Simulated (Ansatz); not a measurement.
# ClH3OSi2: the cost of one run

Computed with Ansatz 0.2.0. Level: RHF/def2-TZVP.

## Step 1: Starting geometry

SMILES `O[SiH]=[SiH]Cl`, 7 atoms, charge 0, spin multiplicity 1.

Atoms are counted from 1 here; the program's logs count them from 0.

Bond lengths: O1–Si2 1.675 Å, O1–H5 0.982 Å, Si2–Si3 2.282 Å, Si2–H6 1.509 Å, Si3–Cl4 2.146 Å, Si3–H7 1.520 Å. Angles: Si2–O1–H5 110.5°, O1–Si2–Si3 113.9°, O1–Si2–H6 104.7°, Si3–Si2–H6 126.7°, Si2–Si3–Cl4 98.3°, Si2–Si3–H7 107.8°, Cl4–Si3–H7 105.3°.

Coordinates:

```
atom     x (Å)     y (Å)     z (Å)
  O1  -1.12437   1.45835  -0.15982
 Si2  -0.27448   0.45026   0.87375
 Si3   1.24553  -0.88545  -0.18057
 Cl4   0.22825  -1.08658  -2.05972
  H5  -1.21322   1.04524  -1.04643
  H6  -0.03978   1.27986   2.11162
  H7   1.17805  -2.26170   0.46118
```

This geometry comes from a loose relaxation at PBE in a small basis, which is not shown.

## Step 3: The grid

The axes are (1) dihedral O1–Si2–Si3–Cl4: 10 values from −180 to 144 °, periodic; (2) dihedral H5–O1–Si2–Si3: 10 values from −180 to 144 °, periodic.

Nothing else is relaxed (all other coordinates rigid). Energies count from the relaxed molecule at the same level. Points are written as (first, second).

(The set-up runs are not shown.)

## Step 4: Point (72°, −108°)

Contents of input.yaml:

```yaml
crystal:
  periodic: [false, false, false]
  atoms:
    - { symbol: O, position_ang: [-1.149027, 1.632162, -0.045128] }
    - { symbol: Si, position_ang: [-0.331403, 0.474434, 0.72609] }
    - { symbol: Si, position_ang: [-1.117344, -0.712009, 2.430615] }
    - { symbol: Cl, position_ang: [-2.577295, -2.104369, 1.911555] }
    - { symbol: H, position_ang: [-1.472747, 1.489137, -0.91806] }
    - { symbol: H, position_ang: [0.467547, -0.219855, -0.293654] }
    - { symbol: H, position_ang: [-1.686385, 0.151661, 3.481185] }
basis:
  gaussian: { orbitals: def2-TZVP }
hamiltonian:
  xc: hf
output:
  forces: true
```

Run with:

```console
$ ansatz run input.yaml --threads 1 --pin off --max-ram 2560MiB --backend cpu --events-out ev --progress --plain --runs-dir out
```

What time and memory should one allow on 1 thread of Intel Xeon Platinum 8488C (Sapphire Rapids), shared host?

About 11 s, with a peak of 0.45 GiB.
